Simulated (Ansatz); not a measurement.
# Ir2Ru: the cost of one run

Program: Ansatz 0.2.0. Level of theory: DFT PBE, scalar-relativistic, plane waves, PAW. These are calculated values, not measurements.

**1. The starting structure**

Symmetry: P-6m2, No. 187, hexagonal system. The conventional cell has a = 2.710 Å, b = 2.710 Å, c = 13.150 Å, α = 90.00°, β = 90.00°, γ = 120.00°. Ru (site symmetry 3m) has 6 Ir at 2.69 Å and 6 Ru at 2.71 Å as nearest neighbours. Ir (site symmetry 3m) has 3 Ru at 2.69 Å and 9 Ir at 2.69 to 2.71 Å as nearest neighbours. Ir (site symmetry -6m2) has 6 Ru at 2.69 Å and 6 Ir at 2.71 Å as nearest neighbours. Ir (site symmetry -6m2) is surrounded by 12 Ir at 2.69 to 2.71 Å.

As a file:

```
CELL_PARAMETERS angstrom
2.70951 0.00000 0.00000
-1.35476 2.34651 0.00000
0.00000 0.00000 13.14981
ATOMIC_POSITIONS crystal
Ru 0.66667 0.33333 0.33333
Ru 0.66667 0.33333 0.66667
Ir 0.33333 0.66667 0.83333
Ir 0.33333 0.66667 0.16667
Ir 0.33333 0.66667 0.50000
Ir 0.66667 0.33333 0.00000
```

The start is an ordering of an alloy on its end members' structure types: elements ordered on the sites of the Re type, Ru/Ir on Re (P-6m2, No. 187).

**2. The guess as it stands, on a coarse mesh**

input.yaml

```yaml
crystal:
  lattice:
    - [2.7095134, 0.0, 0.0]
    - [-1.3547567, 2.34650744, 0.0]
    - [0.0, 0.0, 13.1498101]
  atoms:
    - { symbol: Ru, position: [0.66666667, 0.33333333, 0.33333333] }
    - { symbol: Ru, position: [0.66666667, 0.33333333, 0.66666667] }
    - { symbol: Ir, position: [0.33333333, 0.66666667, 0.83333333] }
    - { symbol: Ir, position: [0.33333333, 0.66666667, 0.16666667] }
    - { symbol: Ir, position: [0.33333333, 0.66666667, 0.5] }
    - { symbol: Ir, position: [0.66666667, 0.33333333, 0.0] }
basis:
  ecutwfc: 420
kpoints:
  mp_grid: { grid: [6, 6, 2] }
hamiltonian:
  xc: pbe
scf:
  occupations: { method: gaussian, width: 0.1 }
  lower_state_search: "off"
output:
  forces: true
  stress: true
  eigenvalues: true
```

Run with:

```sh
$ ansatz run input.yaml --threads 1 --pin off --max-ram 2560MiB --backend cpu --events-out ev --progress --plain --runs-dir out
```

**Question.** How long does this run take on 1 thread of Intel Xeon at 2.50GHz (Skylake/Cascade Lake), shared host, and how much memory does it need?

About 9.2 s, with a peak of 0.37 GiB.
